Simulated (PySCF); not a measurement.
**A diatomic session: SnO−**

The task here is to estimate one member of a computed series from the others.

Computed with PySCF 2.14.0. Level: Sn def2-TZVPPD with ECP28, O def2-TZVPPD, scalar-relativistic core potentials.

1 further run of the same task is left out (set aside as unsound or not needed).

Set-up of the first run:

The job is set up so:

- atoms: Sn, O
- charge: -1
- basis: Sn def2-TZVPPD with ECP28, O def2-TZVPPD
- Hamiltonian: scalar-relativistic core potentials
- basis functions: 96
- electrons treated: 31
- masses in u: 119.9022, 15.9949
- levels: PBE0, PBE, r²SCAN, PBEsol, M06-2X, B2PLYP, BP86, r²SCANh, ωB97X-V, MP2, SCS-MP2, CCSD, CCSD(T)
- grid: 80 radial by 434 angular points
- occupations: held fixed by the projection of orbital angular momentum
- dissociation limit: Sn + O−, each in its ground configuration
- starting distance in angstrom: 2.050
- values of 2S to try: 1, 3

Run with:

```bash
$ OMP_NUM_THREADS=2 python dia.py task.json out
```

Steps of the session up to this table: The job; PBE0 along the bond; Higher solutions at PBE0; PBE; r²SCAN; PBEsol; M06-2X (hybrid meta-GGA); B2PLYP; BP86 (GGA); r²SCANh (hybrid meta-GGA); ωB97X-V (range-separated hybrid); Correlated methods on the Hartree–Fock reference.

One table of the session follows, with a row left open; its other results are not shown here.

Energy (eV) from each level's lowest point:

```
R (Å)  UHF-MP2  UHF-SCS-MP2  UHF-CCSD  UHF-CCSD(T)    PBE
1.621    1.735        1.734       n/a          n/a  1.767
1.696    0.803        0.801     0.685        0.775  0.828
1.772    0.282        0.281     0.205        0.262  0.296
1.828    0.088        0.090     0.042        0.071  0.088
1.885    0.000        0.000     0.000        0.000  0.000
1.942    0.008        0.012     0.052        0.018  0.002
2.017    0.126        0.136     0.223        0.143  0.106
2.111        ?            ?         ?            ?      ?
2.224    0.829        0.845     1.009        0.787  0.715
2.375    1.570        1.567       n/a          n/a  1.266
```

**Question.** Estimate the row for R (Å) = 2.111.

Worked estimate for «UHF-MP2». A straight line through the neighbours (2.017, 0.126) and (2.224, 0.829) gives 0.126 + (0.829 − 0.126) × (2.111 − 2.017) / (2.224 − 2.017) = 0.445; a parabola fitted to 4 rows on both sides gives 0.398.

The run gave: UHF-MP2: 0.388; UHF-SCS-MP2: 0.403; UHF-CCSD: 0.543; UHF-CCSD(T): 0.400; PBE: 0.343. In «UHF-MP2» the line misses by +0.057 and the parabola by +0.010.

To keep in mind: Lowest PBE0 solution found, without spin–orbit coupling: ²Π (doublet), unpaired electrons π ↑. Warnings in the runs' records: inverted.
